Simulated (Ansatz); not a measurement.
**C2H5Cl3Ge: how energies converge with the basis set**

The task here is to estimate one member of a computed series from the others.

Computed with Ansatz 0.2.0, Gaussian basis. Level: one geometry, several basis sets.

Levels to be run: PBE0-D4/def2-SVP; ωB97M-V/def2-SVP; PBE0-D4/def2-QZVPP; ωB97M-V/def2-QZVPP; the functionals' def2-TZVPP values are taken from earlier runs.

### The relaxed structure

The geometry comes from an earlier relaxation with PBE0-D4 in a triple-zeta def2 set; it is a stationary point, not always the lowest conformer.

11 atoms, charge 0, spin multiplicity 1.

Atoms are counted from 1 here; the program's logs count them from 0.

Bond lengths: C1–C2 1.520 Å, C1–H7 1.092 Å, C1–H8 1.092 Å, C1–H9 1.092 Å, C2–Ge3 1.938 Å, C2–H10 1.093 Å, C2–H11 1.093 Å, Ge3–Cl4 2.139 Å, Ge3–Cl5 2.136 Å, Ge3–Cl6 2.139 Å. Angles: C2–C1–H7 110.3°, C2–C1–H8 111.5°, C2–C1–H9 111.5°, H7–C1–H8 107.8°, H7–C1–H9 107.8°, H8–C1–H9 107.9°, C1–C2–Ge3 112.7°, C1–C2–H10 112.1°, C1–C2–H11 112.1°, Ge3–C2–H10 106.0°, Ge3–C2–H11 106.0°, H10–C2–H11 107.5°, C2–Ge3–Cl4 111.2°, C2–Ge3–Cl5 111.8°, C2–Ge3–Cl6 111.2°, Cl4–Ge3–Cl5 107.6°, Cl4–Ge3–Cl6 107.2°, Cl5–Ge3–Cl6 107.6°.

The first run:

in.yaml reads:

```yaml
crystal:
  periodic: [false, false, false]
  atoms:
    - {symbol: C, position_ang: [0.109431, -1.115502, 0.993101]}
    - {symbol: C, position_ang: [0.620891, -0.426375, -0.261601]}
    - {symbol: Ge, position_ang: [-0.397402, 1.159796, -0.711444]}
    - {symbol: Cl, position_ang: [-2.457295, 0.689335, -1.046439]}
    - {symbol: Cl, position_ang: [0.344600, 2.104405, -2.478193]}
    - {symbol: Cl, position_ang: [-0.325891, 2.599012, 0.869853]}
    - {symbol: H, position_ang: [0.710974, -2.000540, 1.211518]}
    - {symbol: H, position_ang: [-0.927307, -1.437469, 0.877940]}
    - {symbol: H, position_ang: [0.160942, -0.455338, 1.861044]}
    - {symbol: H, position_ang: [0.568356, -1.076512, -1.138447]}
    - {symbol: H, position_ang: [1.657900, -0.097811, -0.156631]}
basis:
  gaussian: {orbitals: def2-SVP}
hamiltonian: {xc: pbe0, dispersion: d4}
output: {orbitals: {seedname: orbitals}}
```

On the command line:

```console
$ ansatz run in.yaml --threads 4 --pin off --events-out ev --progress --plain --max-ram 11315MiB
```

Steps of the session up to this table: PBE0-D4 in def2-SVP; ωB97M-V in def2-SVP; PBE0-D4 in def2-QZVPP; ωB97M-V in def2-QZVPP.

One table of the session follows, with a row left open; its other results are not shown here.

It belongs to the step «Density functionals: the series». 

| functional | basis | HOMO (eV) |
| --- | --- | --- |
| PBE0-D4 | def2-SVP | ? |
| PBE0-D4 | def2-TZVPP | -8.89 |
| PBE0-D4 | def2-QZVPP | -8.92 |
| ωB97M-V | def2-SVP | -10.93 |
| ωB97M-V | def2-TZVPP | -11.04 |
| ωB97M-V | def2-QZVPP | -11.07 |

Estimate the missing values for PBE0-D4, def2-SVP.

The run gave: HOMO (eV): -8.82. In the column «HOMO (eV)» it is the highest.
